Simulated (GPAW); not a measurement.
Crystal: MoS2.

```
CELL_PARAMETERS angstrom
3.16100 0.00000 0.00000
-1.58050 2.73751 0.00000
0.00000 0.00000 12.29500
ATOMIC_POSITIONS crystal
Mo 0.33333 0.66667 0.25000
Mo 0.66667 0.33333 0.75000
S 0.33333 0.66667 0.62750
S 0.66667 0.33333 0.12750
S 0.33333 0.66667 0.87250
S 0.66667 0.33333 0.37250
```

Base run:

| Property | Result |
| --- | --- |
| Program | GPAW 26.7.0 |
| Functional | GLLB-SC |
| Potentials or basis | the program's PAW data sets (release 1.2.1) made for this functional |
| Cutoff | 600 eV |
| Basis | pw |
| k mesh | 6 × 6 × 2 |
| Occupations | fermi-dirac, width 0.05 eV |
| Spin | no spin polarisation |

Its results: band gap on the k mesh, kohn-sham part alone 0.79 eV, indirect (least direct gap 1.56 eV).

**Question.** The run is repeated on the same cell with these changes: functional from GLLB-SC to TB-mBJ; potentials or basis from the program's PAW data sets (release 1.2.1) made for this functional to GPAW PAW data sets for LDA (gpaw-data 1.2.1). What comes out?

**Answer.** Band gap on the k mesh 0.86 eV, indirect (least direct gap 1.63 eV).

Caveats: a model potential gives levels but no total energy.

A k mesh can miss the band edges.
